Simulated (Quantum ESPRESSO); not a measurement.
**BiS: Wannier functions under several settings**

```
Bi S
1.0
     4.00294    0.00000    0.00000
     0.00000    4.00294    0.00000
     0.00000    0.00000    4.00294
Bi S
1 1
Direct
  0.50000 0.50000 0.50000
  0.00000 0.00000 0.00000
```

The cell was built by a generator and needn't be a form met in nature.

All runs used Quantum ESPRESSO 7.5; potentials PseudoDojo 0.4.1 SR PBEsol standard; k mesh 6 × 6 × 6; given cell; no spin polarisation; cutoff 898 eV; occupations fermi-dirac, width 0.05 eV.

```csv
level,start,Wannier mesh,spread a function (Å²),RMS miss of the bands (meV)
PBEsol,atomic projections with disentanglement,4 × 4 × 4,1.86,23
PBEsol,"atomic projections with disentanglement, not minimised",4 × 4 × 4,1.87,24
PBEsol,SCDM with an erfc weight,4 × 4 × 4,?,?
```

Problem. What stands in the row left open?

Solution. Spread a function 1.60 Å²; RMS miss of the bands 32 meV.

